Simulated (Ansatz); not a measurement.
# I: how the settings move a single-point run

How sensitive is a single-point run of I to its settings? A reference run comes first, then one run with altered input.

Program: Ansatz 0.2.0. Level of theory: reference: DFT, r2SCAN, PAW with Ansatz's default frozen-core files, scalar-relativistic. These are calculated values, not measurements.

## 1. Starting point

It takes space group Cmce (No. 64, orthorhombic). The conventional cell has a = 7.157 Å, b = 4.730 Å, c = 9.648 Å, α = 90.00°, β = 90.00°, γ = 90.00°. I (site symmetry m) has 1 I at 2.67 Å as nearest neighbours.

Structure file:

```cif
data_structure
_symmetry_space_group_name_H-M 'Cmce'
_symmetry_Int_Tables_number 64
_cell_length_a 7.1569
_cell_length_b 4.7302
_cell_length_c 9.6478
_cell_angle_alpha 90.000
_cell_angle_beta 90.000
_cell_angle_gamma 90.000
_cell_volume 326.61
loop_
_atom_site_label
_atom_site_type_symbol
_atom_site_symmetry_multiplicity
_atom_site_Wyckoff_symbol
_atom_site_fract_x
_atom_site_fract_y
_atom_site_fract_z
_atom_site_occupancy
I1 I 8 f 0.50000 0.65000 0.11700 1
```

## 2. Baseline

Contents of input.yaml:

```yaml
crystal:
  lattice:
    - [3.5784737198, -2.3650973793, 0.0]
    - [3.5784737198, 2.3650973793, 0.0]
    - [0.0, 0.0, 9.6478216348]
  atoms:
    - { symbol: I, position: [0.85, 0.15, 0.117] }
    - { symbol: I, position: [0.65, 0.35, 0.617] }
    - { symbol: I, position: [0.15, 0.85, 0.883] }
    - { symbol: I, position: [0.35, 0.65, 0.383] }
kpoints:
  mp_grid: { grid: [6, 6, 3] }
scf:
  occupations: { method: fermi_dirac, width: 0.03 }
hamiltonian:
  xc: r2scan
  pseudopotentials: { kind: paw }
output:
  forces: true
  stress: true
  eigenvalues: true
  efg: { contact_densities: true }
```

On the command line:

```
$ ansatz run input.yaml --threads 1 --pin off --max-ram 4096MiB --backend cpu --events-out ev --progress --plain --runs-dir out
```

## 3. Variant: chi_scale 0.0, ecutwfc 500 eV

Edit input.yaml of step 2 so:

```diff
@@ -14,2 +14,3 @@
   occupations: { method: fermi_dirac, width: 0.03 }
+  initial_density: { chi_scale: 0.0 }
 hamiltonian:
@@ -22 +23,7 @@
   efg: { contact_densities: true }
+  write_density: true
+  write_potential: true
+  elf: true
+  volumetric_format: npy
+basis:
+  ecutwfc: "500 eV"
```

**Question.** What will these runs give? Wanted: for each run, ending; energy change; pressure; gap; force.

The runs gave:

| run | ending | energy change | pressure (GPa) | gap (eV) | force (eV/Å) | cycles | time |
| --- | --- | --- | --- | --- | --- | --- | --- |
| reference | converged | 0 | 2.2 | 1.60 | 0.77 | 7 | 18 s |
| 1: chi_scale 0.0, ecutwfc 500 eV | converged | 0.0 meV/atom | 2.2 | 1.60 | 0.77 | 8 | 29 s |

Times don't compare one to one where runs were asked for different outputs or read a saved state (see the inputs); cycles may leave out searches for a lower state.

Residual by cycle in the longest SCF loop of each run; runs are numbered as in the table. The quantity is the density residual dr2, in eV.

| cycle | reference | run 1 |
| --- | --- | --- |
| 1 | 0.0153 | 0.713 |
| 2 | 0.00422 | 0.223 |
| 3 | 3.8e-4 | 0.00193 |
| 4 | 5.3e-5 | 4.0e-4 |
| 5 | 1.2e-6 | 3.8e-5 |
| 6 | 3.1e-7 | 3.7e-6 |
| 7 | 1.5e-8 | 3.3e-7 |
| 8 | - | 8.3e-9 |

What this shows: With the changed start the energy agrees within 0.5 meV/atom. The gap of the reference lacks spin-orbit coupling, though the cell holds I.

The gaps are Kohn-Sham values of a semilocal functional, not quasiparticle or optical gaps. Such gaps usually fall short of the measured ones; spin-orbit coupling, left out here, narrows gaps with I, so the two errors partly cancel.
